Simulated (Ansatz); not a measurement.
Born–Oppenheimer molecular dynamics of a periodic cell of 16 atoms, InAs (surface InAs(110)). It goes on from the last frame of an earlier run, with new velocities.

All numbers below come from Ansatz, DFT PBE, scalar-relativistic, plane waves, PAW. Settings: accuracy low, PAW set soft_1, cutoff 420 eV, k mesh 2x2x1, fermi-dirac smearing 0.05 eV, no spin polarisation.

```
ensemble                      : NVE (velocity Verlet)
time step                     : 3 fs
steps asked                   : 300
starting velocities drawn for : 750 K
atoms held                    : 1, 4, 6, 7
seed                          : 265988
```

First frame:

```xyz
16
Lattice="8.5362 0.0000 0.0000 0.0000 6.0360 0.0000 0.0000 0.0000 19.4021" Properties=species:S:1:pos:R:3
In 0.000 0.000 1.000
As 0.000 3.235 2.151
In 6.402 4.740 3.961
As 2.134 4.527 1.000
In 2.134 4.740 3.961
As 6.402 4.527 1.000
In 4.268 0.000 1.000
As 4.268 3.235 2.151
In 4.268 1.068 3.876
As 4.268 0.086 6.578
In 2.134 1.717 8.025
As 6.402 4.803 6.796
In 6.402 1.717 8.025
As 2.134 4.803 6.796
In 0.000 1.068 3.876
As 0.000 0.086 6.578
```

Question: What does the run give?

Answer: The run went to its last step.

```
steps done                                               : 300
time covered                                             : 900 fs
mean temperature over the second half                    : 924 K
spread of the potential energy over the second half      : 24.3 meV per atom
mean potential energy of the second half above the start : -16.8 meV per atom
```

The conserved energy stayed within 0.085 meV per atom of its start (net change 0.015 meV per atom), so the integration is sound. A run of 0.9 ps of so small a system gives no equilibrium averages. Limits of this set-up: coarse k mesh, thin slab, slab without dipole correction, a typed lattice constant that wasn't relaxed here, low accuracy level.

Question: What happens to the structure?

Answer: Mean squared displacements from the first frame to the last: In 1.17 Å², As 0.84 Å². Another seed would give other details.

Question: How do temperature and energy run in time?

Answer: 
```
time (fs)  T (K)  potential energy less start (eV)  conserved less start (meV/atom)
        0    750                             0.000                             0.00
       45    562                             0.291                             0.03
       90    509                             0.375                             0.04
      135    592                             0.245                             0.04
      180    773                            -0.036                             0.02
      225    744                             0.009                             0.03
      270    676                             0.115                             0.03
      315    657                             0.145                             0.03
      360    606                             0.225                             0.04
      405    738                             0.019                             0.02
      450    675                             0.116                             0.04
      495    754                            -0.006                             0.04
      540    794                            -0.068                            -0.01
      585    783                            -0.051                            -0.04
      630    551                             0.309                             0.05
      675    878                            -0.199                             0.02
      720    945                            -0.301                             0.05
      765   1179                            -0.665                             0.00
      810   1077                            -0.507                             0.03
      855   1182                            -0.669                             0.07
      900   1396                            -1.002                             0.02
```

The run took 8.9 min on 4 threads of AMD EPYC 9R45 96-Core Processor (Zen 5), with other jobs on the host, peak memory 2.9 GiB.
